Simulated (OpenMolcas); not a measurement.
# Cu⁴⁺ among point charges: CASSCF and CASPT2 levels and susceptibility

How does a field of 6 point charges split the states of Cu⁴⁺, and what χT follows?

Program: OpenMolcas 26.06. Level of theory: state-averaged CASSCF and CASPT2, spin-orbit coupling by RASSI with atomic mean-field integrals. These are calculated values, not measurements, unless marked.

## Step 1: What is computed

```
Species                           : Cu⁴⁺ (copper, Z = 29, 25 electrons)
Basis                             : ANO-RCC-VTZP [6s5p3d2f1g], 59 functions
Scalar Hamiltonian                : DKH2, point nucleus
Inactive shells                   : 1s 2s 2p 3s 3p
Active space                      : 7 electrons in 5 orbitals (3d)
Some configurations of this space : 3d7
Orbitals                          : optimised for each spin and parity, averaged over all roots
```

The outer shells:

3d7
```
3d [↑↓][↑↓][↑ ][↑ ][↑ ]
```

The ion sits among 6 point charges of -1 e arranged as a tetragonal octahedron (D4h), 1.66 Å from the ion, with the axial distance 1.710 Å.

Each step is its own input file, run in one work folder so that later steps find the files of earlier ones. Labels, J, g values, rates, χT and fits are worked out afterwards by a script from the matrices that RASSI stores. The input lists half of the charges; inversion (Group=XYZ) makes the rest.

## Step 2: Basis and integrals

The input, a.inp:

```
&GATEWAY
Coord
1

Cu 0.0 0.0 0.0
Basis=ANO-RCC-VTZP
Group=XYZ
NoMove
AngMom=0.0 0.0 0.0
AMFI
XField
3 Angstrom 0
1.660000 0.000000 0.000000 -1.000000
0.000000 1.660000 0.000000 -1.000000
0.000000 0.000000 1.709800 -1.000000
&SEWARD
```

Launch:

```console
$ OMP_NUM_THREADS=1 MOLCAS_MEM=1689 MOLCAS_PROJECT=a pymolcas a.inp > a.log
```

## Step 3: CASSCF: quartets of even parity, 10 roots

The input, a.inp:

```
&RASSCF
FileOrb=start.orb
Symmetry=1
Spin=4
nActEl=7 0 0
Inactive=3 6
Ras2=5 0
CIRoot=10 10 1
SDav=10
CIMx=300
Iter=120 100
PrWF=0.3
OrbListing=Nothing
MaxOrb=0
>>> COPY $Project.JobIph JOB001
```

start.orb holds the contracted functions of the basis, ordered by shell, or the orbitals of the step before.

## Step 4: CASSCF: doublets of even parity, 40 roots

The input, a.inp:

```
&RASSCF
FileOrb=start.orb
Symmetry=1
Spin=2
nActEl=7 0 0
Inactive=3 6
Ras2=5 0
CIRoot=40 40 1
SDav=40
CIMx=300
Iter=120 100
PrWF=0.3
OrbListing=Nothing
MaxOrb=0
>>> COPY $Project.JobIph JOB002
```

## Step 5: State interaction with spin-orbit coupling

The input, a.inp:

```
&RASSI
NrOfJobIphs=2 10 40
1 2 3 4 5 6 7 8 9 10
1 2 3 4 5 6 7 8 9 10 11 12 13 14 15 16 17 18 19 20 21 22 23 24 25 26 27
28 29 30 31 32 33 34 35 36 37 38 39 40
IphNames
JOB001
JOB002
EJob
SpinOrbit
DIPRint=1.0
SOCoupling=1000.0
Subsets=2
Property=9
'ANGMOM' 1 'ANGMOM' 2 'ANGMOM' 3 'MLTPL  1' 1 'MLTPL  1' 2 'MLTPL  1' 3
'AMFI' 1 'AMFI' 2 'AMFI' 3
SOProperty=3
'ANGMOM' 1 'ANGMOM' 2 'ANGMOM' 3
```

## Step 6: CASPT2: IPEA 0.25, imaginary shift 0.1 (closed shells correlated: 3s 3p)

The input, a.inp:

```
>>> COPY JOB001 $Project.JobIph
&CASPT2
Multistate=10 1 2 3 4 5 6 7 8 9 10
NoMult
Frozen=2 3
IPEA=0.25
Imaginary=0.1
MaxIter=60
WThr=0.0 0.3 0.05
PrWF=0.5
NoMix
>>> COPY JOB002 $Project.JobIph
&CASPT2
Multistate=40 1 2 3 4 5 6 7 8 9 10 11 12 13 14 15 16 17 18 19 20 21 22
23 24 25 26 27 28 29 30 31 32 33 34 35 36 37 38 39 40
NoMult
Frozen=2 3
IPEA=0.25
Imaginary=0.1
MaxIter=60
WThr=0.0 0.3 0.05
PrWF=0.5
NoMix
```

(Steps that only read results are left out.)

Before running it: what results should come out? Wanted: spin-free ground state; first state of the same spin within the active space; lowest level; next level.

The runs gave:

| quantity | value |
| --- | --- |
| method | SS-CASPT2, IPEA 0.25, imaginary shift 0.1 (closed shells correlated: 3s 3p) |
| spin-free ground state | 4A2, 1-fold in its orbital part |
| first state of the same spin within the active space | 4E at 487 cm⁻¹ |
| lowest level | 2-fold E1/2, g = 2.28, 6.24, 6.24 |
| next level | 306.4 cm⁻¹ |
| χT at 300 K | 4.65 cm³ K/mol |
| effective moment at 300 K | 6.10 μB |

Cost by method:

| method | time of its own steps | time with the reference |
| --- | --- | --- |
| A. CASSCF | 8.5 s | 8.5 s |
| B. SS-CASPT2, IPEA 0.25, imaginary shift 0.1, +3s 3p | 4.7 s | 13 s |

Times are of one thread on a shared host.

The spin-free ground state (4A2) comes to 100 % from free-ion F terms and keeps the highest spin of the shell. χT at 300 K is 4.65, against 1.88 cm³ K/mol for the spin alone, so orbital moment adds to it. An active space of the d shell alone favours high spin; real ions in strong fields can be low spin. The field of point charges can differ much from that of real complexes. With metal d orbitals alone active, the gaps between spin states are rough; where two lie within a few thousand cm-1, their order is open. This is an electrostatic model: the charges have no orbitals.
